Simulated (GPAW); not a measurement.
GaF:

```
Ga F
1.0
     3.16592    0.00000    0.00000
     0.00000    3.16592    0.00000
     0.00000    0.00000    3.16592
Ga F
1 1
Direct
  0.00000 0.00000 0.00000
  0.50000 0.50000 0.50000
```

The cell was built by a generator and needn't be a form met in nature.

Base run:

```yaml
Program: GPAW 26.7.0
Functional: PBEsol
Potentials_or_basis: PAW data sets generated in the run's folder for this functional
Cutoff: 800 eV
Basis: pw
k_mesh: 8 × 8 × 8
Occupations: fermi-dirac, width 0.05 eV
Spin: no spin polarisation
```

Its results: band gap on the k mesh 0.23 eV, indirect (least direct gap 1.01 eV); pressure -5.4 GPa.

After a change of settings the same cell gave: band gap on the k mesh 0.26 eV, indirect (least direct gap 1.06 eV); pressure -4.3 GPa. Which change was it?
A. functional from PBEsol to r2SCAN; potentials or basis from PAW data sets generated in the run's folder for this functional to GPAW PAW data sets (gpaw-data 1.2.1)
B. functional from PBEsol to AM05
C. functional from PBEsol to revPBE; potentials or basis from PAW data sets generated in the run's folder for this functional to the program's PAW data sets (release 1.2.1) made for this functional
D. functional from PBEsol to LDA; potentials or basis from PAW data sets generated in the run's folder for this functional to the program's PAW data sets (release 1.2.1) made for this functional

B.

Runs at the PBE level aren't shown here.
